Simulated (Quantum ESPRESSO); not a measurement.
# BN (P6_3/mmc) in Quantum ESPRESSO: phonons with PBE

Aim: the phonons of BN with PBE.

Everything below comes from runs of Quantum ESPRESSO 7.5. Logs are shortened: lines on timing, memory, paths and dates and some standing lists are left out, and cuts for length are marked.

### Step 1. The structure

It takes space group P6_3/mmc (No. 194, hexagonal). The conventional cell has a = 2.504 Å, b = 2.504 Å, c = 6.330 Å, α = 90.00°, β = 90.00°, γ = 120.00°. B (site symmetry -6m2) has 3 N at 1.45 Å as nearest neighbours. N (site symmetry -6m2) is surrounded by 3 B at 1.45 Å.

The cell was built by a generator and needn't be a form met in nature.

### Step 2. Phonons, PBE

pw.in

```
&CONTROL
  calculation = 'scf'
  prefix = 'pwscf'
  outdir = './tmp'
  pseudo_dir = './pseudo'
  tprnfor = .true.
  tstress = .true.
  disk_io = 'low'
/
&SYSTEM
  ibrav = 0
  celldm(1) = 8
  nat = 4
  ntyp = 2
  ecutwfc = 84
  nbnd = 14
  occupations = 'smearing'
  smearing = 'fd'
  degauss = 0.00367493
/
&ELECTRONS
  conv_thr = 8d-10
  electron_maxstep = 120
  mixing_beta = 0.5
/
ATOMIC_SPECIES
B     10.8100 B.upf
N     14.0070 N.upf
CELL_PARAMETERS alat
  0.5914842770079   0.0000000000000   0.0000000000000
 -0.2957421385039   0.5122404098335   0.0000000000000
  0.0000000000000   0.0000000000000   1.4952457961101
ATOMIC_POSITIONS crystal
B      0.3333333333    0.6666666667    0.2500000000
B      0.6666666667    0.3333333333    0.7500000000
N      0.3333333333    0.6666666667    0.7500000000
N      0.6666666667    0.3333333333    0.2500000000
K_POINTS automatic
12 12 4 0 0 0
```

scf2.in

```
&CONTROL
  calculation = 'scf'
  prefix = 'pwscf'
  outdir = './tmp'
  pseudo_dir = './pseudo'
  tprnfor = .true.
  tstress = .true.
  disk_io = 'low'
/
&SYSTEM
  ibrav = 0
  celldm(1) = 8
  nat = 4
  ntyp = 2
  ecutwfc = 84
  nbnd = 14
  occupations = 'fixed'
/
&ELECTRONS
  conv_thr = 1d-13
  electron_maxstep = 120
  mixing_beta = 0.5
  startingpot = 'file'
  startingwfc = 'file'
/
ATOMIC_SPECIES
B     10.8100 B.upf
N     14.0070 N.upf
CELL_PARAMETERS alat
  0.5914842770079   0.0000000000000   0.0000000000000
 -0.2957421385039   0.5122404098335   0.0000000000000
  0.0000000000000   0.0000000000000   1.4952457961101
ATOMIC_POSITIONS crystal
B      0.3333333333    0.6666666667    0.2500000000
B      0.6666666667    0.3333333333    0.7500000000
N      0.3333333333    0.6666666667    0.7500000000
N      0.6666666667    0.3333333333    0.2500000000
K_POINTS automatic
12 12 4 0 0 0
```

ph.in

```
phonons of BN
&INPUTPH
  prefix = 'pwscf'
  outdir = './tmp'
  tr2_ph = 1d-18
  fildyn = 'dyn'
  niter_ph = 90
  alpha_mix(1) = 0.7
  epsil = .true.
/
0.0000000000 0.0000000000 0.0000000000
```

dynmat.in

```
&INPUT
  fildyn = 'dyn'
  asr = 'crystal'
  lperm = .true.
  filout = 'dynmat.disp'
  fileig = 'dynmat.eig'
/
```

dynmat_lo.in

```
&INPUT
  fildyn = 'dyn'
  asr = 'crystal'
  filout = 'dynmat_lo.disp'
  fileig = 'dynmat_lo.eig'
  q(1) = 0
  q(2) = 0
  q(3) = 1
/
```

Potentials or basis: PseudoDojo 0.4.1 SR PBE standard.

Launch:

```sh
> OMP_NUM_THREADS=1 mpirun -n 4 pw.x -nk 4 -in pw.in > pw.out
> OMP_NUM_THREADS=1 mpirun -n 4 pw.x -nk 4 -in scf2.in > scf2.out
> OMP_NUM_THREADS=1 mpirun -n 4 ph.x -nk 4 -in ph.in > ph.out
> OMP_NUM_THREADS=1 mpirun -n 1 dynmat.x -in dynmat.in > dynmat.out
> OMP_NUM_THREADS=1 mpirun -n 1 dynmat.x -in dynmat_lo.in > dynmat_lo.out
```

pw.out:

```text
This program is part of the open-source Quantum ESPRESSO suite
     for quantum simulation of materials; please cite
         "P. Giannozzi et al., J. Phys.:Condens. Matter 21 395502 (2009);
         "P. Giannozzi et al., J. Phys.:Condens. Matter 29 465901 (2017);
         "P. Giannozzi et al., J. Chem. Phys. 152 154105 (2020);
     in publications or presentations arising from this work. More details at

     Message from routine setup:
     using ibrav=0 with symmetry is DISCOURAGED, use correct ibrav instead

     K-points division:     npool     =       4
     Subspace diagonalization in iterative solution of the eigenvalue problem:
     a serial algorithm will be used

     G-vector sticks info
     --------------------
     sticks:   dense  smooth     PW     G-vecs:    dense   smooth      PW
     Sum         511     511    163                24171    24171    4065

     Using Slab Decomposition

     bravais-lattice index     =            0
     lattice parameter (alat)  =       8.0000  a.u.
     unit-cell volume          =     231.9528 (a.u.)^3
     number of atoms/cell      =            4
     number of atomic types    =            2
     number of electrons       =        16.00
     number of Kohn-Sham states=           14
     kinetic-energy cutoff     =      84.0000  Ry
     charge density cutoff     =     336.0000  Ry
     scf convergence threshold =      8.0E-10
     mixing beta               =       0.5000
     number of iterations used =            8  plain     mixing
     Exchange-correlation= PBE
                           (   1   4   3   4   0   0   0)

     celldm(1)=   8.000000  celldm(2)=   0.000000  celldm(3)=   0.000000
     celldm(4)=   0.000000  celldm(5)=   0.000000  celldm(6)=   0.000000

     crystal axes: (cart. coord. in units of alat)
               a(1) = (   0.591484   0.000000   0.000000 )
               a(2) = (  -0.295742   0.512240   0.000000 )
               a(3) = (   0.000000   0.000000   1.495246 )

     reciprocal axes: (cart. coord. in units 2 pi/alat)
               b(1) = (  1.690662  0.976104 -0.000000 )
               b(2) = (  0.000000  1.952208  0.000000 )
               b(3) = (  0.000000 -0.000000  0.668786 )

     PseudoPot. # 1 for B  read from file:
     B.upf
     Pseudo is Norm-conserving + core correction, Zval =  3.0
     Generated using ONCVPSP code by D. R. Hamann
     Using radial grid of 1534 points,  4 beta functions with:
                l(1) =   0
                l(2) =   0
                l(3) =   1
                l(4) =   1

     PseudoPot. # 2 for N  read from file:
     N.upf
     Pseudo is Norm-conserving + core correction, Zval =  5.0
     Generated using ONCVPSP code by D. R. Hamann
     Using radial grid of 1058 points,  4 beta functions with:
                l(1) =   0
                l(2) =   0
                l(3) =   1
                l(4) =   1

     atomic species   valence    mass     pseudopotential
     B                 3.00    10.81000     B ( 1.00)
     N                 5.00    14.00700     N ( 1.00)

     24 Sym. Ops., with inversion, found (12 have fractional translation)

   Cartesian axes

     site n.     atom                  positions (alat units)
         1        B      tau(   1) = (  -0.0000000   0.3414936   0.3738114  )
         2        B      tau(   2) = (   0.2957421   0.1707468   1.1214343  )
         3        N      tau(   3) = (  -0.0000000   0.3414936   1.1214343  )
         4        N      tau(   4) = (   0.2957421   0.1707468   0.3738114  )

     number of k points=    57  Fermi-Dirac smearing, width (Ry)=  0.0037
                       cart. coord. in units 2pi/alat
        k(    1) = (   0.0000000   0.0000000   0.0000000), wk =   0.0034722
        k(    2) = (   0.0000000   0.0000000   0.1671966), wk =   0.0069444
        k(    3) = (   0.0000000   0.0000000  -0.3343932), wk =   0.0034722
        k(    4) = (   0.0000000   0.1626840   0.0000000), wk =   0.0208333
        k(    5) = (   0.0000000   0.1626840   0.1671966), wk =   0.0416667
        k(    6) = (   0.0000000   0.1626840  -0.3343932), wk =   0.0208333
[... 49 lines left out ...]
        k(   56) = (   0.5635540   0.9761042   0.1671966), wk =   0.0138889
        k(   57) = (   0.5635540   0.9761042  -0.3343932), wk =   0.0069444

     Dense  grid:    24171 G-vectors     FFT dimensions: (  27,  27,  72)

     Initial potential from superposition of free atoms

     starting charge      15.9995, renormalised to      16.0000
     Starting wfcs are   16 randomized atomic wfcs

     Self-consistent Calculation

     iteration #  1     ecut=    84.00 Ry     beta= 0.50
     Davidson diagonalization with overlap
     ethr =  1.00E-02,  avg # of iterations =  5.9

     total energy              =     -53.47540438 Ry
     estimated scf accuracy    <       0.73324902 Ry
[... 19 lines left out ...]
     total energy              =     -53.62704562 Ry
     estimated scf accuracy    <       0.00099082 Ry

     iteration #  5     ecut=    84.00 Ry     beta= 0.50
     Davidson diagonalization with overlap
     c_bands:  1 eigenvalues not converged
     ethr =  6.19E-06,  avg # of iterations =  4.0

     total energy              =     -53.62728945 Ry
     estimated scf accuracy    <       0.00016160 Ry

     iteration #  6     ecut=    84.00 Ry     beta= 0.50
     Davidson diagonalization with overlap
     ethr =  1.01E-06,  avg # of iterations =  2.0
[... 25 lines left out ...]
     iteration # 10     ecut=    84.00 Ry     beta= 0.50
     Davidson diagonalization with overlap
     ethr =  1.31E-11,  avg # of iterations =  3.5

     End of self-consistent calculation

          k = 0.0000 0.0000 0.0000 (  2975 PWs)   bands (ev):

   -12.5948 -12.1745  -1.1858   1.4693   3.9010   3.9010   3.9602   3.9602
    10.8781  16.0958  16.8608  16.8608  17.0421  17.0421
[... 83 lines left out ...]
    -9.6626  -9.6626  -3.0445  -3.0445   1.2637   1.2637   3.7649   3.7649
    10.7593  10.7593  15.3082  15.3082  18.7543  18.7543

          k = 0.0000-0.9761 0.0000 (  3038 PWs)   bands (ev):

    -9.3466  -9.2419  -3.6694  -3.5781   1.0709   1.1713   3.6443   4.9327
     9.4958  11.1548  14.9076  15.2435  18.2261  19.3483

          k = 0.0000-0.9761 0.1672 (  3016 PWs)   bands (ev):

    -9.3310  -9.2569  -3.6626  -3.5979   1.0854   1.1564   3.8469   4.7730
     9.5724  10.7456  15.0947  15.2757  18.6261  19.2483

          k = 0.0000-0.9761-0.3344 (  3036 PWs)   bands (ev):

    -9.2936  -9.2936  -3.6367  -3.6367   1.1208   1.1208   4.3284   4.3284
    10.0072  10.0072  15.2854  15.2854  19.1343  19.1343

          k = 0.1409 0.2440 0.0000 (  2993 PWs)   bands (ev):
[... 176 lines left out ...]
    -8.7089  -8.7089  -2.6559  -2.6559  -1.9111  -1.9111   5.2452   5.2452
     9.9003   9.9003  17.3069  17.3069  19.3393  19.3393

     the Fermi energy is     6.4179 ev

!    total energy              =     -53.62731467 Ry
     estimated scf accuracy    <          1.2E-10 Ry
     smearing contrib. (-TS)   =      -0.00000000 Ry
     internal energy E=F+TS    =     -53.62731467 Ry

     The total energy is F=E-TS. E is the sum of the following terms:
     one-electron contribution =     -12.49030357 Ry
     hartree contribution      =      14.97608960 Ry
     xc contribution           =     -17.35932830 Ry
     ewald contribution        =     -38.75377239 Ry

     convergence has been achieved in  10 iterations

     Forces acting on atoms (cartesian axes, Ry/au):

     atom    1 type  1   force =     0.00000000   -0.00000000    0.00000000
     atom    2 type  1   force =     0.00000000    0.00000000    0.00000000
     atom    3 type  2   force =     0.00000000    0.00000000   -0.00000000
     atom    4 type  2   force =     0.00000000    0.00000000   -0.00000000

     Total force =     0.000000     Total SCF correction =     0.000000

     Computing stress (Cartesian axis) and pressure

          total   stress  (Ry/bohr**3)                   (kbar)     P=       38.50
   0.00022456  -0.00000000   0.00000000           33.03       -0.00        0.00
  -0.00000000   0.00022456   0.00000000           -0.00       33.03        0.00
   0.00000000   0.00000000   0.00033611            0.00        0.00       49.44

=------------------------------------------------------------------------------=
   JOB DONE.
=------------------------------------------------------------------------------=
```

scf2.out:

```text
This program is part of the open-source Quantum ESPRESSO suite
     for quantum simulation of materials; please cite
         "P. Giannozzi et al., J. Phys.:Condens. Matter 21 395502 (2009);
         "P. Giannozzi et al., J. Phys.:Condens. Matter 29 465901 (2017);
         "P. Giannozzi et al., J. Chem. Phys. 152 154105 (2020);
[... 490 lines left out ...]
  -0.00000000   0.00022461   0.00000000           -0.00       33.04        0.00
   0.00000000  -0.00000000   0.00033621            0.00       -0.00       49.46

=------------------------------------------------------------------------------=
   JOB DONE.
=------------------------------------------------------------------------------=
```

Wall time 6.1 min (4 MPI ranks of Intel Xeon Platinum 8375C at 2.90GHz (Ice Lake), shared host); peak memory 0.32 GiB.

What came out:

```
Free energy                                             : -729.6368 eV
Pressure                                                : 3.9 GPa
Band gap on the k mesh                                  : 4.20 eV, indirect (least direct gap 4.56 eV)
Electronic dielectric tensor (diagonal)                 : 4.85, 4.85, 2.92
Born charges (mean of the diagonal)                     : B +2.09; N -2.09 e
Highest phonon frequency at Γ, LO-TO splitting left out : 1362 cm⁻¹
Static dielectric tensor (diagonal)                     : 6.71, 6.71, 3.57
```

Levels at points of the mesh, in eV from the valence-band top:
```
             k point  band 4  band 5  band 6  band 7  band 8  band 9  band 10  band 11  band 12  band 13
  (0.00, 0.00, 0.00)   -3.83   -1.39   -1.39   -1.34   -1.34    5.58    10.80    11.57    11.57    11.75
 (0.00, 0.00, -0.50)   -5.32   -1.37   -1.37   -1.37   -1.37    8.19     8.19    11.65    11.65    11.65
 (0.00, -0.50, 0.00)   -8.87   -4.22   -4.12   -1.65   -0.36    4.20     5.86     9.61     9.95    12.93
(0.00, -0.50, -0.50)   -8.93   -4.17   -4.17   -0.97   -0.97    4.71     4.71     9.99     9.99    13.84
```

Phonon frequencies in cm⁻¹ (negative: imaginary):
```tsv
q point	frequencies
(0.000, 0.000, 0.000)	2 4 4 58 58 157 736 802 1361 1361 1362 1362
```

Electronic dielectric tensor:
```
4.85 0.00 0.00
0.00 4.85 0.00
0.00 0.00 2.92
```

Born effective charge tensors (e):
atom 1, B
```
2.71 0.00 0.00
0.00 2.71 0.00
0.00 0.00 0.87
```
atom 2, B
```
2.71 0.00 0.00
0.00 2.71 0.00
0.00 0.00 0.87
```
atom 3, N
```
-2.71  0.00  0.00
 0.00 -2.71  0.00
 0.00  0.00 -0.87
```
atom 4, N
```
-2.71  0.00  0.00
 0.00 -2.71  0.00
 0.00  0.00 -0.87
```

Optical modes at Γ, degenerate ones joined, polar ones without the macroscopic field:
| cm⁻¹ | components | symmetry | active in | IR intensity, summed ((D/Å)²/amu) |
| --- | --- | --- | --- | --- |
| 58 | 2 | E2g | Raman | 0.00 |
| 157 | 1 | B1g | silent | 0.00 |
| 736 | 1 | A2u | IR | 5.70 |
| 802 | 1 | B1g | silent | 0.00 |
| 1361 | 2 | E1u | IR | 110.74 |
| 1362 | 2 | E2g | Raman | 0.00 |

Zone-centre frequencies without and with the macroscopic field along z (cm⁻¹):
|  | optical modes in rising order |
| --- | --- |
| without | 58 58 157 736 802 1361 1361 1362 1362 |
| with the field | 58 58 157 802 814 1361 1361 1362 1362 |

Static dielectric tensor, electrons and zone-centre modes:
```
6.71 0.00 0.00
0.00 6.71 0.00
0.00 0.00 3.57
```

Caveat: the cell is more than 3 GPa from zero pressure, which shifts response properties; on a mesh that holds Γ this program's dielectric tensor can be off by some percent beyond the error of the mesh; this functional lacks dispersion, which binds the layers, so the pressure and a relaxed spacing across them are unreliable. A k mesh can miss the band edges.
